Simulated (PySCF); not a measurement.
# CH10Si3 (HC(SiH3)3): the cost of one run

Computed with PySCF 2.14.0, with density-fitted response routines of our own, on a single molecule in the gas phase. Atoms count from 0, in the outputs and in this text.

## Step 1: The molecule as given

14 atoms, charge 0, multiplicity 1; geometry from: GFN2-xTB. The atoms were then displaced at random by about 0.03 Å, so the start is not that level's minimum.

Bonds of the start (Å): C0–Si1 1.95, C0–Si2 2.00, C0–Si3 1.90, C0–H4 1.00, Si1–H5 1.47, Si1–H6 1.51, Si1–H7 1.45, Si2–H8 1.38, Si2–H9 1.47, Si2–H10 1.50, Si3–H11 1.38, Si3–H12 1.47, Si3–H13 1.53.

## Step 2: Geometry optimisation at PBE0-D3(BJ)/def2-SVP

The job: settings as JSON, then the geometry in Å.

```
{"job": {"xc": "PBE0", "basis": "def2-SVP", "d3": "d3bj", "grid": 1, "maxiter": 40, "shake": 0.03, "kind": "geom"}, "charge": 0, "multiplicity": 1}
C      0.321920    -0.262510     0.355430
Si     0.524290     1.680880     0.406840
Si    -1.601380    -0.672110     0.696160
Si     0.986710    -0.942600    -1.293680
H      0.861670    -0.639070     1.111260
H      0.097660     2.233870     1.705830
H      1.996010     1.990200     0.247010
H     -0.170110     2.377930    -0.662530
H     -2.439920    -0.121690    -0.252890
H     -1.680830    -2.132210     0.800160
H     -1.968680    -0.132140     2.051010
H      2.321350    -0.622760    -1.459460
H      0.665030    -2.377920    -1.266860
H      0.066850    -0.423700    -2.395070
```

Run with:

```sh
$ OMP_NUM_THREADS=1 python probes_run.py task.json out
```

One launch serves the whole session: the jobs run in the order shown.

**Question.** How long does this first job take on 1 thread of Intel Xeon Platinum 8259CL at 2.50GHz, shared host, and how much memory does it need?

About 41 s, with a peak of 0.46 GiB.
